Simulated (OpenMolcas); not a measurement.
**Multireference states of RuN**

Aim: the low electronic states of RuN, first without spin–orbit coupling and then as Ω levels, at one distance and along the bond.

Program: OpenMolcas 26.06. Level of theory: SA-CASSCF(11,9), XMS-CASPT2, RASSI; ANO-RCC-VDZP. These are calculated values, not measurements.

### 1 Set-up

C2 symmetry about the axis (a holds Σ, Δ, Γ; b holds Π, Φ, H; Σ⁺ and Σ⁻ are not told apart); roots by multiplicity and irrep: 2a 3, 4b 4, 2b 10, 6a 1.

Active shells: Ru 5s 4d, N 2p.

File m.inp:

```
&GATEWAY
Coord
2
angstrom
Ru 0.0 0.0 0.0
N 0.0 0.0 1.5510
Basis=ANO-RCC-VDZP
Group=XY
RX2C
AMFI
ANGMom
0.0 0.0 0.0
RICD
&SEWARD
&GUESSORB
&RASSCF
FileOrb=$CurrDir/o21.orb
Symmetry=1
Spin=2
nActEl=11 0 0
Inactive=12 8
RAS2=5 4
CIRoot=3 3 1
Linear
Iterations=120 100
OrbListing=Nothing
PRWF=0.15
>>COPY $Project.RasOrb $CurrDir/o21.orb
>>COPY $Project.rasscf.h5 $CurrDir/r21.h5
&CASPT2
XMultistate=all
Imaginary=0.2
IPEA=0.25
MaxIter=40
>>COPY $Project.JobMix JOB001
&RASSCF
FileOrb=$CurrDir/o42.orb
Symmetry=2
Spin=4
nActEl=11 0 0
Inactive=12 8
RAS2=5 4
CIRoot=4 4 1
Linear
Iterations=120 100
OrbListing=Nothing
PRWF=0.15
>>COPY $Project.RasOrb $CurrDir/o42.orb
>>COPY $Project.rasscf.h5 $CurrDir/r42.h5
&CASPT2
XMultistate=all
Imaginary=0.2
IPEA=0.25
MaxIter=40
>>COPY $Project.JobMix JOB002
&RASSCF
FileOrb=$CurrDir/o22.orb
Symmetry=2
Spin=2
nActEl=11 0 0
Inactive=12 8
RAS2=5 4
CIRoot=10 10 1
Linear
Iterations=120 100
OrbListing=Nothing
PRWF=0.15
>>COPY $Project.RasOrb $CurrDir/o22.orb
>>COPY $Project.rasscf.h5 $CurrDir/r22.h5
&CASPT2
XMultistate=all
Imaginary=0.2
IPEA=0.25
MaxIter=40
>>COPY $Project.JobMix JOB003
&RASSCF
FileOrb=$CurrDir/o61.orb
Symmetry=1
Spin=6
nActEl=11 0 0
Inactive=12 8
RAS2=5 4
CIRoot=1 1 1
Linear
Iterations=120 100
OrbListing=Nothing
PRWF=0.15
>>COPY $Project.RasOrb $CurrDir/o61.orb
>>COPY $Project.rasscf.h5 $CurrDir/r61.h5
&CASPT2
XMultistate=all
Imaginary=0.2
IPEA=0.25
MaxIter=40
>>COPY $Project.JobMix JOB004
&RASSI
Nr of JobIphs=4 3 4 10 1
1 2 3
1 2 3 4
1 2 3 4 5 6 7 8 9 10
1
SpinOrbit
EJob
Omega
MEES
MESO
Properties=4
'AngMom' 3 'Mltpl  1' 1 'Mltpl  1' 2 'Mltpl  1' 3
Thrs=1.0d-4
>>COPY $Project.rassi.h5 $CurrDir/so.h5
```

Each module block was a call of its own in one work directory; start orbitals came from a preliminary run.

The run is started by

```sh
$ pymolcas m.inp
```

### 2 The spin-free blocks

Further steps of the session: From Λ–S states to Ω levels.

What does the calculation give? Wanted: lowest spin-free state; next spin-free state; lowest level; next level; lowering by spin–orbit coupling.

The runs gave:

| quantity | value |
| --- | --- |
| lowest spin-free state | (1)2Σ |
| next spin-free state | (1)2Δ, 0.451 eV |
| lowest level | Ω = 1/2, 99 % (1)2Σ |
| next level | Ω = 5/2, 2750 cm⁻¹ |
| lowering by spin–orbit coupling | 126 cm⁻¹ |

In words: At 1.551 Å the lowest computed level has Ω = 1/2 and is 99 % (1)2Σ. Only the spin multiplicities and numbers of roots in the input were computed, so the list of states is not complete and the lowest one found need not be the ground state; labels number the states computed. For d and f metals this valence active space lacks a second d shell: the order of states is not reliable within half an eV or more, and the lowest computed state need not be the true ground state.
